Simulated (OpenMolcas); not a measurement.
# C8H18 (3-ethylhexane) at BMK/ANO-RCC-VDZ (DKH2)

What is the vertical ionisation energy of C8H18 (3-ethylhexane) at BMK/ANO-RCC-VDZ (DKH2)? 

The results are computed with OpenMolcas 26.06.

## (1) Starting point

C8H18: 26 atoms, total charge 0, spin state singlet. SMILES: `CCCC(CC)CC`. The shape is that of a PBE0-D4/def2-TZVP optimisation. This is one conformer, not always the lowest.

Some bond lengths: C1–C2 1.520 Å, C2–C3 1.523 Å, C3–C4 1.529 Å, C4–C5 1.528 Å, C5–C6 1.519 Å, C4–C7 1.531 Å, C7–C8 1.520 Å, C1–H9 1.092 Å, C1–H10 1.093 Å, C1–H11 1.094 Å, C2–H12 1.095 Å, C2–H13 1.095 Å, C3–H14 1.097 Å, C3–H15 1.096 Å, C4–H16 1.098 Å, C5–H17 1.096 Å. Some angles: C1–C2–C3 114.0°, C2–C3–C4 116.1°, C3–C4–C5 109.4°, C3–C4–C7 112.9°, C5–C4–C7 113.1°, C4–C5–C6 114.8°, C4–C7–C8 115.2°, C1–C2–H12 109.1°, C1–C2–H13 109.5°, C3–C2–H12 108.3°.

## (2) Energy and gradient at BMK/ANO-RCC-VDZ (DKH2)

Input file input.xyz:

```xyz
26

C      0.288200    -1.672200    -2.435900
C      0.651000    -1.959700    -0.988100
C     -0.289200    -1.318400     0.024700
C     -0.402300     0.205400    -0.033200
C     -1.406800     0.680800     1.016000
C     -1.690700     2.172900     0.995800
C      0.953500     0.908900     0.069900
C      1.702900     0.681600     1.373100
H      0.942000    -2.213800    -3.123300
H      0.373800    -0.608800    -2.672500
H     -0.741600    -1.973900    -2.649600
H      0.644900    -3.042500    -0.824500
H      1.680800    -1.638600    -0.798100
H     -1.293700    -1.737300    -0.114000
H      0.017400    -1.615800     1.034100
H     -0.819100     0.474100    -1.013200
H     -1.060700     0.385100     2.013200
H     -2.343600     0.135000     0.856600
H     -2.490700     2.429900     1.694000
H     -2.002500     2.501400    -0.000200
H     -0.813500     2.760600     1.276400
H      1.582000     0.586700    -0.766500
H      0.805400     1.983000    -0.077800
H      1.135800     1.040200     2.235800
H      1.918900    -0.376700     1.538900
H      2.657800     1.212100     1.368100
```

Input file job.inp:

```
* C8H18 Kohn-Sham DFT

&gateway
 coord=input.xyz
 basis=ANO-RCC-VDZ
 group=NoSym

&seward

&scf
 ksdft=2
 1.0 HYB_MGGA_X_BMK
 1.0 GGA_C_BMK
 prorbitals=0

&alaska
```

Run with:

```console
$ export MOLCAS_MEM=1860
$ pymolcas job.inp > job.log
```

The log of the run:

```text
--- Start Module: gateway ---
[...]
--- Stop Module: gateway /rc=_RC_ALL_IS_WELL_ ---
[...]
      Basis functions          108
[...]
--- Start Module: scf ---
[...]
       Convergence after  10 Iterations
[...]
::    Total KS-DFT energy                            -315.5659884491
[...]
      Total spin, S                                     0.0000000000
[...]
      Total electronic charge=   66.000000
      Total            charge=   -0.000000
[...]
      Dipole Moment (debye):
      Origin of the operator (angstrom)=   -0.0186   -0.0290    0.0021
                   X=  2.2492E-02               Y= -1.3707E-02               Z= -2.6169E-02           Total=  3.7129E-02
      Quadrupole Moment (debye*angstrom):
[...]
--- Stop Module: scf /rc=_RC_ALL_IS_WELL_ ---
[...]
--- Start Module: alaska ---
[...]
 *              Molecular gradients               *
 **************************************************
  Irreducible representation: a
 ------------------------------------------------------------------------------------------
                              X                       Y                       Z
 ------------------------------------------------------------------------------------------
  C1                2.11596093489030E-03   -1.95013032538105E-03    8.99274720558818E-03
  C2               -8.13031009962684E-03    5.94197400662466E-03   -2.50126010407126E-03
  C3                5.31320183893680E-03    5.73437619883332E-03   -6.34637268874982E-03
  C4                2.33104594395761E-03   -2.39347055978461E-03    7.71833659544030E-03
  C5                4.57172930849126E-03    5.59677090986632E-03   -6.86434953391091E-03
  C6                1.67848186242381E-03   -9.17403301714215E-03   -3.66698212193484E-04
  C7               -3.98218665750161E-03   -5.59864004248789E-03    7.26326716971812E-03
  C8               -4.67487214501006E-03    1.28236633060652E-03   -8.09479532164081E-03
[...]
--- Stop Module: alaska /rc=_RC_ALL_IS_WELL_ ---
[...]
```

It took 2.9 min on 1 thread of Arm Neoverse V2, shared host; peak memory 0.64 GiB.

## (3) The doublet cation, same level

input.xyz is that of step 2.

Input file job.input:

```
>>> EXPORT MOLCAS_PRINT=2

&GATEWAY
 Coord=input.xyz
 Basis=ANO-RCC-VDZ
 Group=NoSym

&SEWARD

&SCF
 UHF
 Charge=1
 Spin=2
 KSDFT=2
 1.0 HYB_MGGA_X_BMK
 1.0 GGA_C_BMK
 PrOrbitals=0

&ALASKA
```

Run with:

```console
$ export MOLCAS_MEM=1860
$ pymolcas job.input > job.log
```

The log of the run:

```text
--- Start Module: gateway ---
[...]
--- Stop Module: gateway /rc=_RC_ALL_IS_WELL_ ---
[...]
      Basis functions          108
[...]
--- Start Module: scf ---
[...]
       Convergence after  35 Iterations
[...]
::    Total KS-DFT energy                            -315.1866776327
[...]
      Total spin, S                                     0.5013144969
[...]
      Total electronic charge=   65.000000
      Total            charge=    1.000000
[...]
      Dipole Moment (debye):
      Origin of the operator (angstrom)=   -0.0186   -0.0290    0.0021
                   X= -5.3899E-01               Y= -4.2246E-01               Z= -1.3785E-01           Total=  6.9855E-01
      Center of Charge (angstrom)
[...]
--- Stop Module: scf /rc=_RC_ALL_IS_WELL_ ---
[...]
--- Start Module: alaska ---
[...]
 *              Molecular gradients               *
 **************************************************
  Irreducible representation: a
 ------------------------------------------------------------------------------------------
                              X                       Y                       Z
 ------------------------------------------------------------------------------------------
  C1                4.52241139403642E-03    7.04839404744506E-03   -8.02449058085486E-03
  C2               -1.61942883870559E-02   -3.19509993013076E-02    3.40751791108298E-02
  C3                3.38573690593036E-02    3.93843934257379E-02   -3.57788001826007E-02
  C4               -4.69623945533835E-02   -3.98747836920942E-02    4.51780405785303E-02
  C5                2.27782971169574E-02    2.33320533977737E-02   -4.87241867930900E-02
  C6               -2.10332746838837E-02   -1.15972139593308E-02    2.25642397205523E-02
  C7                1.28722399433530E-02    2.74229823604255E-03   -1.96102876042315E-02
  C8                3.83674519488686E-03   -8.16273466664796E-04    2.48524293078578E-03
[...]
--- Stop Module: alaska /rc=_RC_ALL_IS_WELL_ ---
[...]
```

Run time: 5.7 min. Hardware: 1 thread of Arm Neoverse V2, shared host; peak memory 0.64 GiB.

## (4) Outcome

At BMK/ANO-RCC-VDZ (DKH2):

```
                                          quantity          value
                       singlet C8H18: total energy  -315.56599 Eh
                      singlet C8H18: dipole moment         0.04 D
                        singlet C8H18: HOMO energy       -9.09 eV
                        singlet C8H18: LUMO energy        1.23 eV
                      singlet C8H18: HOMO–LUMO gap       10.32 eV
           singlet C8H18: largest force on an atom     0.534 eV/Å
                      doublet cation: total energy  -315.18668 Eh
doublet cation: HOMO energy (highest over α and β)      -14.33 eV
 doublet cation: LUMO energy (lowest over α and β)      -11.58 eV
                              doublet cation: ⟨S²⟩          0.753
vertical ionisation energy (to the doublet cation)      10.322 eV
```

This program's gradients are faulty for this kind of reference, so any forces in the log (doublet cation) can't be trusted; the energy can. Removing an electron at fixed nuclei costs 10.32 eV (238 kcal/mol). The largest force (singlet C8H18) is 0.53 eV/Å: the shape isn't a stationary point for this species at this level. −ε(HOMO) before ionisation, 9.09 eV, is 1.23 eV below this ionisation energy. Mulliken charges (singlet C8H18) run from -0.25 on C8 to +0.09 on H16.
